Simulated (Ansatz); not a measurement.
# GeH5NOSi: rigid scan of one bond length

How does the energy of GeH5NOSi change as one bond is stretched? A script is to give a rigid scan of one bond length; the system is GeH5NOSi.

Computed with the Python package of Ansatz 0.2.0. Level of theory: B3LYP/def2-SVP.

### 1 Starting point

Bond lengths: N1–Ge2 1.806 Å, Ge2–O3 1.795 Å, Ge2–Si4 2.282 Å, O3–Si4 1.658 Å, N1–H5 1.054 Å, N1–H6 1.108 Å, Ge2–H7 1.579 Å, Si4–H8 1.500 Å, Si4–H9 1.462 Å. Angles (14 of 16 angles, heavy atoms first): N1–Ge2–O3 106.9°, N1–Ge2–Si4 115.6°, O3–Ge2–Si4 46.1°, Ge2–O3–Si4 82.6°, Ge2–Si4–O3 51.3°, N1–Ge2–H7 118.1°, O3–Ge2–H7 108.0°, Si4–Ge2–H7 125.6°, Ge2–N1–H5 111.0°, Ge2–N1–H6 108.1°, Ge2–Si4–H8 113.8°, Ge2–Si4–H9 118.9°, O3–Si4–H8 108.1°, O3–Si4–H9 117.6°.

The script holds or builds the structure itself.

### 2 The code

The input, run_scan.py:

```python
"""Potential curve of GeH5NOSi along one bond."""

import ansatz as az
import matplotlib.pyplot as plt
import numpy as np


def main() -> None:
    geometry_ang = [
        ("N", (-0.9042, 1.1262, -1.0329)),
        ("Ge", (0.3917, 0.5845, 0.1019)),
        ("O", (0.8267, -1.094, -0.364)),
        ("Si", (0.067, -1.4585, 1.0643)),
        ("H", (-0.5755, 1.0787, -2.0332)),
        ("H", (-1.0818, 2.2068, -0.862)),
        ("H", (1.7213, 1.4326, 0.17)),
        ("H", (-1.2622, -2.0743, 0.7426)),
        ("H", (0.9055, -1.8484, 2.1962)),
    ]
    mol = az.Crystal.molecule()
    for symbol, xyz in geometry_ang:
        mol = mol.atom(symbol, xyz)

    symbols = [site.symbol for site in mol.cartesian_sites]
    start = np.array([site.position_ang for site in mol.cartesian_sites])
    axis = (start[5] - start[0]) / np.linalg.norm(start[5] - start[0])
    moving = [5]
    lengths, energies = [0.975, 1.02, 1.064, 1.108, 1.153, 1.197, 1.241, 1.308], []
    for length in lengths:
        xyz = start.copy()
        xyz[moving] += (length - np.linalg.norm(start[5] - start[0])) * axis
        point = az.Crystal.molecule()
        for symbol, xyz in zip(symbols, xyz):
            point = point.atom(symbol, xyz.tolist())
        calculation = (
            point.calculation()
            .basis(gaussian="def2-SVP")
            .functional("b3lyp")
        )
        r = calculation.run().report
        energies.append(r["free_energy_ev"])
        print(f"r = {length:6.3f} A  E = {energies[-1]:.5f} eV  <S^2> = {abs(r['mean_field']['state']['spin_squared']):.3f}")

    # quartic fit about the minimum
    fit = np.polynomial.Polynomial.fit(lengths, np.array(energies) - min(energies), 4).convert()
    roots = [r.real for r in fit.deriv().roots() if abs(r.imag) < 1e-9 and fit.deriv(2)(r.real) > 0]
    r_e = min(roots, key=lambda r: abs(r - lengths[int(np.argmin(energies))]))
    print(f"minimum of the fit at {r_e:.4f} A, force constant {fit.deriv(2)(r_e):.2f} eV/A^2")
    plt.figure(figsize=(4.5, 3))
    plt.plot(lengths, np.array(energies) - min(energies), "o-")
    plt.xlabel("bond length (A)")
    plt.ylabel("E - E(min) (eV)")
    plt.tight_layout()
    plt.savefig("scan.png", dpi=100)


if __name__ == "__main__":
    main()
```

### 3 Launch

On the command line:

```console
$ python run_scan.py
```

Q: Predict the main results. Wanted: range of energy; lowest point, distance.

**Answer**, as computed:

```
                        quantity     value
bond length at the fit's minimum  1.0248 Å
                   runs compared         8
                 range of energy  0.981 eV
      lowest point, distance (Å)      1.02
```

In words: The curve has its lowest point inside the range, at 1.02. The ends stand 0.0575 and 0.981 eV above it. The distance scanned is the script's pair 0, 5. Reading the output:
- The rest of the molecule is held rigid at a force-field or estimated start geometry, and the basis set is modest; single-reference methods fail as a bond breaks.
- b3lyp holds the VWN-RPA fit, as in Gaussian; the form of ORCA and Turbomole is b3lyp5.
- The orbitals are restricted, so S² is zero by construction.
